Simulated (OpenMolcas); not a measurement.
**Mo²⁺ among point charges: CASSCF levels and susceptibility**

Aim: the splitting of the states of Mo²⁺ in the field of 2 point charges, its lowest levels with spin-orbit coupling and its magnetic susceptibility.

Program: OpenMolcas 26.06. Level of theory: state-averaged CASSCF, spin-orbit coupling by RASSI with atomic mean-field integrals. These are calculated values, not measurements, unless marked.

1 further run of the same task is left out (it didn't finish).

**1. The system**

```
Species                           : Mo²⁺ (molybdenum, Z = 42, 40 electrons)
Basis                             : ANO-RCC-VDZP [6s5p3d1f], 43 functions
Scalar Hamiltonian                : DKH2, point nucleus
Inactive shells                   : 1s 2s 2p 3s 3p 3d 4s 4p
Active space                      : 4 electrons in 5 orbitals (4d)
Some configurations of this space : 4d4
Orbitals                          : optimised for each spin and parity, averaged over all roots
```

Outer shells as boxes (Hund's rule):

4d4
```
4d [↑ ][↑ ][↑ ][↑ ][  ]
```

The ion sits among 2 point charges of -2.4 e arranged as a linear pair (D∞h), 1.99 Å from the ion. The active orbitals were held to one l.

The work runs as a chain of OpenMolcas steps in one folder; each step below is one input file. Labels, J, g values, rates, χT and fits are worked out afterwards by a script from the matrices that RASSI stores. The input lists half of the charges; inversion (Group=XYZ) makes the rest.

**2. Basis and integrals**

Contents of a.inp:

```
&GATEWAY
Coord
1

Mo 0.0 0.0 0.0
Basis=ANO-RCC-VDZP
Group=XYZ
NoMove
AngMom=0.0 0.0 0.0
AMFI
XField
1 Angstrom 0
0.000000 0.000000 1.990000 -2.400000
&SEWARD
```

Run with:

```bash
$ OMP_NUM_THREADS=1 MOLCAS_MEM=1689 MOLCAS_PROJECT=a pymolcas a.inp > a.log
```

**3. Reference wave functions, quintets of even parity, 5 roots**

Contents of a.inp:

```
&RASSCF
FileOrb=start.orb
Symmetry=1
Spin=5
nActEl=4 0 0
Inactive=9 9
Ras2=5 0
CIRoot=5 5 1
SDav=5
CIMx=300
Iter=120 100
PrWF=0.3
OrbListing=Nothing
MaxOrb=0
SupSym
1
15 4 5 6 7 8 10 11 12 13 14 17 18 19 20 21
0
>>> COPY $Project.JobIph JOB001
```

start.orb holds the contracted functions of the basis, ordered by shell, or the orbitals of the step before.

**4. Reference wave functions, triplets of even parity, 45 roots**

Contents of a.inp:

```
&RASSCF
FileOrb=start.orb
Symmetry=1
Spin=3
nActEl=4 0 0
Inactive=9 9
Ras2=5 0
CIRoot=45 45 1
SDav=45
CIMx=300
Iter=120 100
PrWF=0.3
OrbListing=Nothing
MaxOrb=0
SupSym
1
15 4 5 6 7 8 10 11 12 13 14 17 18 19 20 21
0
>>> COPY $Project.JobIph JOB002
```

**5. CASSCF: singlets of even parity, 50 roots**

Contents of a.inp:

```
&RASSCF
FileOrb=start.orb
Symmetry=1
Spin=1
nActEl=4 0 0
Inactive=9 9
Ras2=5 0
CIRoot=50 50 1
SDav=50
CIMx=300
Iter=120 100
PrWF=0.3
OrbListing=Nothing
MaxOrb=0
SupSym
1
15 4 5 6 7 8 10 11 12 13 14 17 18 19 20 21
0
>>> COPY $Project.JobIph JOB003
```

**6. RASSI: spin-orbit coupling between the states**

Contents of a.inp:

```
&RASSI
NrOfJobIphs=3 5 45 50
1 2 3 4 5
1 2 3 4 5 6 7 8 9 10 11 12 13 14 15 16 17 18 19 20 21 22 23 24 25 26 27
28 29 30 31 32 33 34 35 36 37 38 39 40 41 42 43 44 45
1 2 3 4 5 6 7 8 9 10 11 12 13 14 15 16 17 18 19 20 21 22 23 24 25 26 27
28 29 30 31 32 33 34 35 36 37 38 39 40 41 42 43 44 45 46 47 48 49 50
IphNames
JOB001
JOB002
JOB003
EJob
SpinOrbit
DIPRint=1.0
SOCoupling=1000.0
Subsets=2
Property=9
'ANGMOM' 1 'ANGMOM' 2 'ANGMOM' 3 'MLTPL  1' 1 'MLTPL  1' 2 'MLTPL  1' 3
'AMFI' 1 'AMFI' 2 'AMFI' 3
SOProperty=3
'ANGMOM' 1 'ANGMOM' 2 'ANGMOM' 3
```

Before running it: what results should come out? Wanted: spin-free ground state; first state of the same spin within the active space; lowest level; next level.

**Answer**, as computed:

```
                                            quantity                               value
                                              method                              CASSCF
                              spin-free ground state  5Sigma, 1-fold in its orbital part
first state of the same spin within the active space                   5Pi at 19100 cm⁻¹
                                        lowest level        2-fold, g = 0.00, 0.00, 7.95
                                          next level                           18.1 cm⁻¹
                                         χT at 300 K                      2.87 cm³ K/mol
                           effective moment at 300 K                             4.79 μB
```

**Reading.** The spin-free ground state (5Sigma) comes to 100 % from free-ion D terms and keeps the highest spin of the shell. χT at 300 K is 2.87, against 3.01 cm³ K/mol for the spin alone; near agreement at one temperature doesn't show that the orbital moment is quenched. An active space of the d shell alone favours high spin; real ions in strong fields can be low spin. The field of point charges can differ much from that of real complexes. With metal d orbitals alone active, the gaps between spin states are rough; where two lie within a few thousand cm-1, their order is open. This is an electrostatic model: the charges have no orbitals.
